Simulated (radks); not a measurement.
# Rh³⁺ in [Ar] 3d10 4s2 4p4 4d8: an all-electron calculation

Wanted: eigenvalues, radial structure and energy terms of the rhodium ion Rh3+.

The numbers are computed with radks (a radial shooting solver on a logarithmic mesh, Libxc functionals) version 1 (Dirac Kohn-Sham, PBE, spin-unpolarised, spherical densities, point nucleus; open shells fill j = l - 1/2 first), except any that are marked as measured or tabulated.

### 1 The system

| Quantity | Value |
| --- | --- |
| element | rhodium (Z = 45) |
| charge | +3 |
| electrons | 42 |
| configuration | [Ar] 3d10 4s2 4p4 4d8 |

### 2 The calculation

Settings of this run:

```text
Z 45
configuration [Ar] 3d10 4s2 4p4 4d8
relativity Dirac
functional pbe,pbe
spin unpolarised
j_filling energy
nucleus point
c 137.035999084
```

The run is started by

```
> python run_ks.py task.json out
```

The same process makes all the runs of this session.

What does the calculation give?

As calculated:

```
                        quantity                   value
                    total energy     -4779.50151 hartree
exchange-correlation share of it                  2.87 %
                            −T/E                  1.0426
          highest occupied level       4d5/2, -41.301 eV
    most extended occupied level  4d5/2, <r> = 1.34 bohr
 radius at density 0.001 e/bohr³               3.20 bohr
    maxima of the radial density                       4
```

**Reading.** 4 principal shells are occupied and 4 maxima appear in the radial density. Relativity lifts −T/E to 1.043. This is not the tabulated ground configuration, so its levels and sizes aren't those of the ground state, and no measured value stands beside it.
